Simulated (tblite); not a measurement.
# C8H11FSi: the cost of one run

Programs: tblite 0.8.0 and PySCF 2.14.0, with density-fitted response routines of our own. Each step states its level of theory. These are calculated values for one molecule in the gas phase, unless marked as measured. Atoms are numbered from 0 throughout.

## (1) The molecule as given

21 atoms, charge 0, multiplicity 1; geometry from: force field or distance geometry start.

Bonds of the start (Å): C0–C1 1.23, C1–Si2 1.81, Si2–C3 1.85, C3–C4 1.50, C4–C5 1.50, C5–C6 1.53, C6–C7 1.52, C4–C8 1.54, C8–F9 1.39, C8–Si2 1.86, C7–C5 1.47, C0–H10 1.05, Si2–H11 1.45, C3–H12 1.12, C3–H13 1.12, C4–H14 1.10, C5–H15 1.13, C6–H16 1.11, C6–H17 1.09, C7–H18 1.10, C7–H19 1.13, C8–H20 1.08.

## (2) Geometry optimisation with GFN2-xTB

The job: settings as JSON, then the geometry in Å.

```
{"job": {"kind": "relax", "xc": "GFN2-xTB", "basis": "xTB"}, "charge": 0, "multiplicity": 1}
C      4.539200     0.703300    -0.183300
C      3.350600     0.559500     0.089400
Si     1.616800     0.295100     0.517600
C      0.861300    -1.251700    -0.160100
C     -0.387400    -0.520400    -0.540500
C     -1.337300    -0.141000     0.557900
C     -2.554100     0.609600     0.006400
C     -2.679300    -0.727200     0.711300
C      0.445100     0.729800    -0.858600
F     -0.292300     1.855500    -0.520000
H      5.551600     0.833900    -0.424900
H      1.225600     0.681000     1.863500
H      0.689000    -2.086300     0.560900
H      1.386600    -1.652400    -1.068200
H     -0.854900    -0.875800    -1.473400
H     -0.865200     0.420000     1.418900
H     -2.679500     0.549900    -1.098600
H     -2.821100     1.533100     0.516700
H     -3.012100    -1.618400     0.167600
H     -3.101100    -0.621900     1.754700
H      0.909500     0.741200    -1.837800
```

The run is started by

```bash
> OMP_NUM_THREADS=1 python probes_run.py task.json out
```

The driver reads the jobs from task.json and runs them one after another.

Q: Estimate the wall time of this first job on 1 thread of Arm Neoverse N1, shared host.

About 1.7 s.
